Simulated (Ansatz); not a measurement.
Working through a relaxation followed by a look at the electronic structure of Ta₂CN, space group P4/mmm

Computed with Ansatz's Python interface.

Run as a notebook:

```python
import ansatz as az
from ase import Atoms
import numpy as np
```

```python
def count_gap(report):
    # lowest empty less highest filled band, counting bands; zero where they overlap
    return max(report.get('gap_by_band_count_ev') or 0.0, 0.0)
```

```python
def configured(crystal, spacing):
    return (
        crystal.calculation()
        .functional('lda')
        .basis(41 * az.Ry)
        .occupations(az.OccupationsMethod.METHFESSEL_PAXTON, width=50 * az.meV)
        .kpoints(spacing=spacing)
    )
```

```python
atoms = Atoms(
    ['Ta', 'Ta', 'C', 'N'],
    scaled_positions=[
        [0.0, 0.0, 0.0],
        [0.5, 0.5, 0.5],
        [0.0, 0.0, 0.5],
        [0.5, 0.5, 0.0],
    ],
    cell=[
        [3.146767, 0.0, 0.0],
        [0.0, 3.146767, 0.0],
        [0.0, 0.0, 4.4577],
    ],
    pbc=True,
)
cell = az.Crystal.from_ase(atoms)
```

```python
len(cell.resolved().sites)
```

    4

```python
relaxed = configured(cell, 0.34).relax(cell=True, force_tolerance=0.02, max_steps=40).checkpoint(write='relax.run').run(threads=1)
cell = np.asarray(relaxed.lattice.cell_ang)
print('relaxed edges (A):', np.linalg.norm(cell, axis=1).round(4), ' volume:', round(abs(np.linalg.det(cell)), 3), 'A^3')
for site in relaxed.lattice.sites:
    print(' ', site.symbol, np.round(site.position_frac, 4) + 0.0)
```

    relaxed edges (A): [3.0929 3.0929 4.396 ]  volume: 42.053 A^3
      Ta [0. 0. 0.]
      Ta [0.5 0.5 0.5]
      C [0.  0.  0.5]
      N [0.5 0.5 0. ]

```python
final = az.Crystal.from_checkpoint('relax.run')
done = configured(final, 0.26).functional('lda').stress().band_table().density_of_states(energy_step=0.05).run(threads=1)
r = done.report
```

    DeckWarning: crystal.checkpoint: the structure is that of relax.run, a `relax` run, at its step 4: its result, under lda at a charge of 0 e; 4 atoms read, 0 with a starting moment [...]

```python
type(done).__name__, type(r).__name__
```

    ('RunOutcome', 'dict')

```python
r['kpoints_frac'][:4]
```

    [[0.0, 0.0, 0.0], [0.0, 0.0, 0.16666666666666666], [0.0, 0.0, 0.3333333333333333], [0.0, 0.0, -0.5]]

```python
r['n_kpoints'], r['n_symmetry_ops'], r['n_pw']
```

    (60, 16, 1245)

```python
dos = done.density_of_states()
print(f'pressure at the relaxed cell {np.trace(r["stress_gpa"]) / 3:.3f} GPa, gap by band count {count_gap(r):.3f} eV')
if count_gap(r) == 0:
    print('states/eV at the Fermi level:', round(float(np.interp(dos.fermi_ev, dos.energies_ev, dos.spin_summed_g_bin_mean_per_ev)), 3))
```

    pressure at the relaxed cell -0.287 GPa, gap by band count 0.000 eV
    states/eV at the Fermi level: 1.556

What to keep in mind:
- The run is spin-unpolarised.
- For a metal this k-point mesh is coarse: on a finer one energies can move by several to tens of meV an atom and pressures by half a GPa or more, differences at one mesh by less.
- Only differences from the Fermi energy are physical; the zero of the scale is a convention.
- A gap by band count of zero or less means overlapping bands, a metal, and at an odd count of electrons it is no gap at all.
- The structure comes from a database of computed cells and needn't be a stable or known phase.
- Gaps and levels are Kohn-Sham values on a finite set of k-points, without spin-orbit coupling.
- Warnings are shown shortened and without file and line.
- Where the second run takes another functional or mesh than the relaxation, its pressure isn't zero; pressure is positive in compression.
- The computed bands are complete only to about 0.3 eV above the Fermi level; beyond that the density of states is undercounted.
- Timing: 13 s on 1 thread of Arm Neoverse V2, on a shared host, peak memory 0.44 GiB.
